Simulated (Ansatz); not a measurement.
# Zn: stress in a strained cell

Aim: deform Zn (equal xy, yz and zx engineering shear strains of +1 %) and compute stress, forces and field gradients with LAPW, PAW and all-electron datasets made for the crystal.

Program: Ansatz 0.2.0. Level of theory: DFT PBEsol, scalar-relativistic. These are calculated values, not measurements.

## 1. The structure to begin with

Symmetry: P6_3/mmc, No. 194, hexagonal system. The conventional cell has a = 2.665 Å, b = 2.665 Å, c = 4.947 Å, α = 90.00°, β = 90.00°, γ = 120.00°. Around Zn (site symmetry -6m2) lie 12 Zn at 2.66 to 2.91 Å.

Structure file:

```xyz
2
Lattice="2.6648 0.0000 0.0000 -1.3324 2.3078 0.0000 0.0000 0.0000 4.9467" Properties=species:S:1:pos:R:3 pbc="T T T"
Zn    0.0000    1.5385    1.2367
Zn    1.3324    0.7693    3.7100
```

Atoms are numbered in the order of the input: Zn1, Zn2.

## 2. After the deformation

Space group P6_3/mmc before, P-1 after.

## 3. LAPW, all electrons

File input.yaml:

```yaml
crystal:
  lattice:
    - [2.6647980532, 0.0133239903, 0.0133239903]
    - [-1.3208601126, 2.3011208149, 0.0048769189]
    - [0.0247335, 0.0247335, 4.9467]
  atoms:
    - { symbol: Zn, position: [0.3333333333, 0.6666666667, 0.25] }
    - { symbol: Zn, position: [0.6666666667, 0.3333333333, 0.75] }
kpoints:
  mp_grid: { grid: [18, 18, 8] }
  band_path:
    path:
      - [0.0, 0.0, 0.0]
      - [0.0, -0.5, 0.0]
      - [0.0, 0.0, 0.5]
      - [0.0, 0.0, 0.0]
      - [-0.5, 0.0, 0.0]
      - [-0.5, 0.5, -0.5]
      - [0.0, 0.0, 0.0]
      - [-0.5, 0.0, -0.5]
      - [-0.5, 0.5, 0.0]
    npoints: 5
scf:
  occupations: { method: fermi_dirac, width: 0.03 }
hamiltonian:
  xc: pbesol
  pseudopotentials: { kind: all_electron, lapw: { basis_error: 0.00025 } }
output:
  forces: true
  stress: true
  eigenvalues: true
```

Run with:

```bash
$ ansatz run input.yaml --threads 1 --pin off --max-ram 3072MiB --backend cpu --events-out ev --progress --plain --runs-dir out
```

## 4. PAW with frozen cores

File input.yaml:

```yaml
crystal:
  lattice:
    - [2.6647980532, 0.0133239903, 0.0133239903]
    - [-1.3208601126, 2.3011208149, 0.0048769189]
    - [0.0247335, 0.0247335, 4.9467]
  atoms:
    - { symbol: Zn, position: [0.3333333333, 0.6666666667, 0.25] }
    - { symbol: Zn, position: [0.6666666667, 0.3333333333, 0.75] }
kpoints:
  mp_grid: { grid: [18, 18, 8] }
scf:
  occupations: { method: fermi_dirac, width: 0.03 }
hamiltonian:
  xc: pbesol
  pseudopotentials: { kind: paw }
output:
  forces: true
  stress: true
  eigenvalues: true
  efg: { contact_densities: true }
```

## 5. All-electron PAW on datasets made for the crystal

Changes to input.yaml since step 4:

```diff
@@ -14,3 +14,3 @@
   xc: pbesol
-  pseudopotentials: { kind: paw }
+  pseudopotentials: { kind: all_electron, datasets: crystal }
 output:
```

(Steps that only read results are left out.)

**Question.** What will these runs give? Wanted: pressure; largest shear or deviatoric stress.

As calculated:

```
                                 quantity                                              value
                                 pressure  LAPW -5.34, PAW -5.35, crystal datasets -5.34 GPa
largest shear or deviatoric stress (LAPW)                                           1.34 GPa
```

What this shows: The largest part of the stress beyond the pressure is 1.34 GPa in size, in the zz component; the atoms are carried along and not relaxed. No run of the undeformed cell stands beside it, so the pressure holds what the given cell had before the change. PAW: stress within 0.02 GPa of LAPW. Crystal datasets: stress within 0.01 GPa of LAPW.
